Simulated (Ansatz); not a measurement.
What does this script print? It uses Ansatz's Python interface.

Script `transition_cr.py`:
```python
"""Enthalpies of two structures of Cr under pressure."""

import warnings

import ansatz as az
import numpy as np

FUNCTIONAL = "pbesol"
CUTOFF_EV = 520
KSPACING = 0.3
OCCUPATIONS = "fermi_dirac"
SIGMA = 0.05


def sc(a_site, a):
    return (
        az.Lattice.cubic(a)
        .space_group(221)
        .atom(a_site, (0, 0, 0))
    )


def diamond(a_site, a):
    return az.Crystal.diamond(a_site, a=a)


def ground_state(name, crystal, pressure=0.0):
    calc = (
        crystal.calculation()
        .functional(FUNCTIONAL)
        .basis(CUTOFF_EV)
        .kpoints(spacing=KSPACING)
        .occupations(OCCUPATIONS, width=SIGMA)
        .spin("collinear")
    )
    calc = calc.relax(force_tolerance=0.01, max_steps=40, cell=True, pressure=pressure)
    return calc.run(threads=1)


def volume_per_atom(outcome):
    return abs(np.linalg.det(outcome.lattice.cell_ang)) / len(outcome.lattice.sites)

warnings.simplefilter("ignore", az.DeckWarning)

phases = {}
phases["sc"] = sc("Cr", 2.36).moments(Cr=3.0)
phases["diamond"] = diamond("Cr", 5.0).moments(Cr=3.0)

# enthalpy per atom at each pressure
pressures = [0, 10, 20, 30]
enthalpy, volume = {name: [] for name in phases}, {name: [] for name in phases}
for p in pressures:
    for name, crystal in phases.items():
        o = ground_state(name, crystal, pressure=p)
        volume[name].append(volume_per_atom(o))
        enthalpy[name].append(o.report["energy_sigma0_ev"] / len(o.lattice.sites) + p * volume[name][-1] / 160.21766)
gap = np.array(enthalpy["diamond"]) - np.array(enthalpy["sc"])
rows = [(p, va, vb, 1000 * d) for p, va, vb, d in zip(pressures, volume["sc"], volume["diamond"], gap)]
print("| P (GPa) | V sc (A^3/atom) | V diamond (A^3/atom) | H(diamond) - H(sc) (meV/atom) |")
print("| --- | --- | --- | --- |")
for row in rows:
    print(f"| {row[0]:d} | {row[1]:.3f} | {row[2]:.3f} | {row[3]:+.1f} |")
crossings = [p0 - g0 * (p1 - p0) / (g1 - g0) for p0, p1, g0, g1 in zip(pressures, pressures[1:], gap, gap[1:]) if g0 * g1 < 0]
print("crossing near", [round(float(p), 1) for p in crossings], "GPa") if crossings else print("no crossing in this range")
```

Running `python transition_cr.py` prints:
```text
RunWarning: the starting moments were not kept: the SCF closed with an absolute magnetisation of 1.0e-5 μB, where they sum to 3 μB in size (1 site). That is at most 0.1 of that sum. Measured as dr2_m measures the in/out step, that magnetisation stands 1.1e-10 eV from none, at or under the dr2_threshold of 1.0e-7 eV: it is no larger than a step whose dr2_m would equal this threshold. The system may hold no moment; this SCF shows only that its start led to no more than that. To try another start: [...]
| P (GPa) | V sc (A^3/atom) | V diamond (A^3/atom) | H(diamond) - H(sc) (meV/atom) |
| --- | --- | --- | --- |
| 0 | 12.291 | 15.716 | +1203.9 |
| 10 | 11.763 | 14.553 | +1396.7 |
| 20 | 11.333 | 13.720 | +1557.4 |
| 30 | 10.970 | 13.073 | +1697.4 |
no crossing in this range
```
(Warnings from the package without file and line, shortened, repeats left out.)

Reading the output:
- The SCF didn't keep the moments it started from (some shrank, vanished or turned); what is printed is the state reached.
- At a fixed pressure a relaxation lowers the enthalpy F + PV, while F alone can rise.
- For the metals among these phases the mesh is modest: differences between phases can be off by up to 40 meV an atom.
- Only these two structures are compared, at zero temperature and with their symmetry kept; either may be hypothetical, and another phase may be lower than both. Magnetic phases start from parallel moments and may not end in their lowest magnetic state. Differences under about 40 meV an atom lie within the error of mesh and functional.
- The cells are prototypes set up for this calculation and needn't exist.
- The script silences the warnings on its input, which a real study should read.
- Hardware and time: 110 s on 1 thread of Arm Neoverse V1 (shared host), peak memory 0.43 GiB.

(Lines on the test bed's own set-up are left out of the output.)
